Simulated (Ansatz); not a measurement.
# HHfN: the cost of one run

Method: def2-SVP, all electrons in the functionals, frozen cores in the correlation of double hybrids and RPA; program: Ansatz 0.2.0, Gaussian basis.

Plan: wB97M-V, B2PLYP, RPA-PBE, at charge 0, quintet; charge 0, triplet; charge 0, septet; charge 1, quartet; charge 1, sextet; displaced geometry v1; displaced geometry v2.

32 further runs of the same task are left out: 8 for a known fault of the program, 9 that didn't finish, 15 set aside as unsound or not needed. Runs told in other sessions of the task aren't counted.

## Step 1: What is computed

The geometry is a PBE0/def2-TZVP stationary point (not a proven minimum). No spin-orbit coupling is included. Elements past krypton take def2 core potentials.

3 atoms, charge 0, spin multiplicity 5.

Atoms are counted from 1 here; the program's logs count them from 0.

Bond lengths: Hf1–N2 2.034 Å, N2–H3 1.017 Å. Angles: Hf1–N2–H3 147.1°.

No dispersion term is added; wB97M-V holds VV10 nonlocal correlation.

The geometry shown and the zero of energy belong to the point charge 0, quintet. The yardstick, UCCSD(T), and other wave-function levels (R restricted, U unrestricted, valence and pair active spaces) come from earlier runs.

## Step 2: wB97M-V, charge 0, quintet

in.yaml

```yaml
crystal:
  periodic: [false, false, false]
  atoms:
    - {symbol: Hf, position_ang: [0.000000, -0.111469, 1.647238]}
    - {symbol: N, position_ang: [0.000000, -0.201315, -0.385063]}
    - {symbol: H, position_ang: [0.000000, 0.312783, -1.262174]}
basis:
  gaussian: {orbitals: def2-SVP}
magnetization: {spin_polarized: true, initial_magnetization: 4}
hamiltonian: {xc: {name: wB97M-V}}
output: {orbitals: {seedname: orbitals}}
```

Launch:

```sh
$ ansatz run in.yaml --threads 1 --pin off --events-out ev --progress --plain --max-ram 2393MiB
```

**Question.** How long does this run take on 1 thread of Arm Neoverse N1, shared host, and how much memory does it need?

About 2.4 min, with a peak of 0.28 GiB.
